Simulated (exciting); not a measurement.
# Be2N (P6/mmm) in exciting: reference runs

Aim: a first look at Be2N with PBE, on the cell as given.

Everything below comes from runs of exciting (release sodium). Logs are shortened: lines on timing, memory, paths and dates and some standing lists are left out, and cuts for length are marked.

## Step 1: The structure

The structure is hexagonal, space group P6/mmm (No. 191). The conventional cell has a = 3.097 Å, b = 3.097 Å, c = 3.098 Å, α = 90.00°, β = 90.00°, γ = 120.00°. Be (site symmetry -6m2) is surrounded by 3 Be at 1.79 Å. N (site symmetry 6/mmm) has 12 Be at 2.37 Å as nearest neighbours.

The cell was built by a generator and needn't be a form met in nature.

## Step 2: Single point, PBE

input.xml reads:

```xml
<input>
  <title>Be2N</title>
  <structure speciespath="./" tshift="false">
    <crystal scale="1">
      <basevect>5.852111950769 0.000000000000 0.000000000000</basevect>
      <basevect>-2.926055975384 5.068077601875 0.000000000000</basevect>
      <basevect>0.000000000000 0.000000000000 5.853476276339</basevect>
    </crystal>
    <species speciesfile="Be.xml" rmt="1.45">
      <atom coord="0.333333330000 0.666666670000 0.500000000000"/>
      <atom coord="0.666666670000 0.333333330000 0.500000000000"/>
    </species>
    <species speciesfile="N.xml" rmt="1.45">
      <atom coord="0.000000000000 0.000000000000 0.000000000000"/>
    </species>
  </structure>
  <groundstate do="fromscratch" ngridk="10 10 9" rgkmax="7.5" gmaxvr="14" lmaxapw="10" lmaxmat="10" lmaxvr="8" xctype="GGA_PBE" stype="Fermi Dirac" swidth="0.00183747" nempty="12" ValenceRelativity="iora*" epsengy="1e-05" epspot="1e-05" maxscl="60" tforce="true" outputlevel="normal"/>
</input>
```

Potentials or basis: all-electron LAPW+lo, shipped species files, valence relativity iora*.

Started as:

```sh
$ OMP_NUM_THREADS=1 exciting_smp
```

INFO.OUT:

```text
================================================================================
EXCITING SODIUM started
[... 10 lines left out ...]

 Lattice vectors (cartesian) :
      5.8521119508      0.0000000000      0.0000000000
     -2.9260559754      5.0680776019      0.0000000000
      0.0000000000      0.0000000000      5.8534762763

 Reciprocal lattice vectors (cartesian) :
      1.0736611603      0.6198785615     -0.0000000000
      0.0000000000      1.2397571231      0.0000000000
      0.0000000000     -0.0000000000      1.0734109118

 Unit cell volume                           :     173.6080041151
 Brillouin zone volume                      :       1.4287947996

 Species :    1 (Be)
     parameters loaded from                 :    Be.xml
     name                                   :    beryllium
     nuclear charge                         :      -4.00000000
     electronic charge                      :       4.00000000
     atomic mass                            :   16428.20279000
     muffin-tin radius                      :       1.45000000
     # of radial points in muffin-tin       :     250

     atomic positions (lattice) :
       1 :   0.33333333  0.66666667  0.50000000
       2 :   0.66666667  0.33333333  0.50000000

 Species :    2 (N)
     parameters loaded from                 :    N.xml
     name                                   :    nitrogen
     nuclear charge                         :      -7.00000000
     electronic charge                      :       7.00000000
     atomic mass                            :   25532.72506000
     muffin-tin radius                      :       1.45000000
     # of radial points in muffin-tin       :     250

     atomic positions (lattice) :
       1 :   0.00000000  0.00000000  0.00000000

 Total number of atoms per unit cell        :       3

 Spin treatment                             :    spin-unpolarised

 Number of Bravais lattice symmetries       :      24
 Number of crystal symmetries               :      24

 k-point grid                               :      10   10    9
 Total number of k-points                   :      70
 k-point set is reduced with crystal symmetries

 R^MT_min * |G+k|_max (rgkmax)              :       7.50000000
 Species with R^MT_min                      :       1 (Be)
 Maximum |G+k| for APW functions            :       5.17241379
 Maximum |G| for potential and density      :      14.00000000

 G-vector grid sizes                        :      27    27    27
 Total number of G-vectors                  :    7977

 Maximum angular momentum used for
     APW functions                          :      10
     computing H and O matrix elements      :      10
     potential and density                  :       8
     inner part of muffin-tin               :       2

 Total nuclear charge                       :     -15.00000000
 Total electronic charge                    :      15.00000000
 Total core charge                          :       6.00000000
 Total valence charge                       :       9.00000000

 Number of empty states                     :      12
 Total number of valence states             :      17

 Maximum Hamiltonian size                   :     430
 Maximum number of plane-waves              :     424
 Total number of local-orbitals             :       6

 Exchange-correlation type                  :      20
     Perdew-Burke-Ernzerhof, Phys. Rev. Lett. 77, 3865 (1996)
     Generalised gradient approximation (GGA)

[... 20 lines left out ...]
+ SCF iteration number :    1                                                  +
++++++++++++++++++++++++++++++++++++++++++++++++++++++++++++++++++++++++++++++++
 Total energy                               :       -84.46493183
 _______________________________________________________________
 Fermi energy                               :         0.21890520
 Kinetic energy                             :        83.69277258
 Coulomb energy                             :      -155.58335955
 Exchange energy                            :       -12.07593247
 Correlation energy                         :        -0.49841239

 DOS at Fermi energy (states/Ha/cell)       :        16.72976741

 Electron charges :
     core                                   :         6.00000000
     core leakage                           :         0.01385166
     valence                                :         9.00000000
     interstitial                           :         4.87790692
     charge in muffin-tin spheres :
                  atom     1    Be          :         2.42551476
                  atom     2    Be          :         2.42551476
                  atom     3     N          :         5.27106355
     total charge in muffin-tins            :        10.12209308
     total charge                           :        15.00000000

++++++++++++++++++++++++++++++++++++++++++++++++++++++++++++++++++++++++++++++++
+ SCF iteration number :    2                                                  +
++++++++++++++++++++++++++++++++++++++++++++++++++++++++++++++++++++++++++++++++
 Total energy                               :       -84.16808529
 _______________________________________________________________
 Fermi energy                               :         0.22241698
 Kinetic energy                             :        83.77690185
 Coulomb energy                             :      -155.40476214
 Exchange energy                            :       -12.04080595
 Correlation energy                         :        -0.49941905

 DOS at Fermi energy (states/Ha/cell)       :        16.41158682

 Electron charges :
     core                                   :         6.00000000
     core leakage                           :         0.01385853
     valence                                :         9.00000000
     interstitial                           :         4.92854077
     charge in muffin-tin spheres :
                  atom     1    Be          :         2.43936104
                  atom     2    Be          :         2.43936104
                  atom     3     N          :         5.19273715
     total charge in muffin-tins            :        10.07145923
     total charge                           :        15.00000000
[... 516 lines left out ...]
++++++++++++++++++++++++++++++++++++++++++++++++++++++++++++++++++++++++++++++++
+ SCF iteration number :   20                                                  +
++++++++++++++++++++++++++++++++++++++++++++++++++++++++++++++++++++++++++++++++
 Total energy                               :       -84.09653126
 _______________________________________________________________
 Fermi energy                               :         0.22593193
 Kinetic energy                             :        83.79387531
 Coulomb energy                             :      -155.35421823
 Exchange energy                            :       -12.03658341
 Correlation energy                         :        -0.49960492

 DOS at Fermi energy (states/Ha/cell)       :        16.53260239

 Electron charges :
     core                                   :         6.00000000
     core leakage                           :         0.01391677
     valence                                :         9.00000000
     interstitial                           :         4.93738542
     charge in muffin-tin spheres :
                  atom     1    Be          :         2.43491018
                  atom     2    Be          :         2.43491018
                  atom     3     N          :         5.19279421
     total charge in muffin-tins            :        10.06261458
     total charge                           :        15.00000000

 RMS change in effective potential (target) :  0.273461E-05  ( 0.100000E-04)
 Absolute change in total energy   (target) :  0.277529E-05  ( 0.100000E-04)
 Charge distance                   (target) :  0.144416E-06  ( 0.100000E-04)
 Abs. change in max-nonIBS-force   (target) :   0.00000      ( 0.500000E-04)

++++++++++++++++++++++++++++++++++++++++++++++++++++++++++++++++++++++++++++++++
| Convergency criteria checked for the last 2 iterations                       +
| Convergence targets achieved. Performing final SCF iteration                 +
++++++++++++++++++++++++++++++++++++++++++++++++++++++++++++++++++++++++++++++++
 Total energy                               :       -84.09653035
 _______________________________________________________________
 Fermi energy                               :         0.22593194
 Kinetic energy                             :        83.79387553
 Coulomb energy                             :      -155.35421767
 Exchange energy                            :       -12.03658329
 Correlation energy                         :        -0.49960493

 DOS at Fermi energy (states/Ha/cell)       :        16.53260412

 Electron charges :
     core                                   :         6.00000000
     core leakage                           :         0.01391677
     valence                                :         9.00000000
     interstitial                           :         4.93738559
     charge in muffin-tin spheres :
                  atom     1    Be          :         2.43491024
                  atom     2    Be          :         2.43491024
                  atom     3     N          :         5.19279392
     total charge in muffin-tins            :        10.06261441
     total charge                           :        15.00000000

++++++++++++++++++++++++++++++++++++++++++++++++++++++++++++++++++++++++++++++++
+ Self-consistent loop stopped                                                 +
++++++++++++++++++++++++++++++++++++++++++++++++++++++++++++++++++++++++++++++++
 STATE.OUT is written

--------------------------------------------------------------------------------
- Writing atomic positions and forces                                          -
--------------------------------------------------------------------------------

 Atomic positions (lattice) :
 atom     1  Be  :     0.33333333    0.66666667    0.50000000
 atom     2  Be  :     0.66666667    0.33333333    0.50000000
 atom     3   N  :     0.00000000    0.00000000    0.00000000

 Total atomic forces including IBS (cartesian) :
 atom     1  Be  :     0.00000000   -0.00000000    0.00000000
 atom     2  Be  :    -0.00000000    0.00000000    0.00000000
 atom     3   N  :     0.00000000   -0.00000000    0.00000000

 Atomic force components including IBS (cartesian) :
 atom     1  Be  :     0.00000000    0.00000000    0.00000000   HF force
                 :    -0.00000000   -0.00000000    0.00000000   core correction
                 :     0.00000000    0.00000000    0.00000000   IBS correction
 atom     2  Be  :    -0.00000000   -0.00000000    0.00000000   HF force
                 :     0.00000000   -0.00000000    0.00000000   core correction
                 :    -0.00000000   -0.00000000    0.00000000   IBS correction
 atom     3   N  :    -0.00000000    0.00000000    0.00000000   HF force
                 :     0.00000000    0.00000000    0.00000000   core correction
                 :     0.00000000   -0.00000000    0.00000000   IBS correction

********************************************************************************
[... 7 lines left out ...]
| EXCITING SODIUM stopped                                                      =
================================================================================
```

It took 5.7 min on 1 thread of Arm Neoverse V2, shared host; peak memory 0.15 GiB.

What came out:

```yaml
Free_energy: -2288.3882 eV
Band_gap_on_the_k_mesh: none (metal or under the smearing width)
All_electrons_inside_the_program's_atomic_spheres: Be 2.43; N 5.19 (radii Be 1.45, N 1.45 bohr)
```

Levels at points of the mesh, in eV from the Fermi level:
```tsv
k point	band 1	band 2	band 3	band 4	band 5	band 6	band 7	band 8
(0.00, 0.00, 0.00)	-15.64	-3.42	-2.31	-1.34	-1.34	2.64	2.64	6.93
(0.50, 0.00, 0.00)	-14.17	-7.29	-3.45	-1.61	-1.12	3.57	3.98	4.75
```

Caveat: the log's total energy holds no entropy term; the free energy is that total less TS from the occupations.
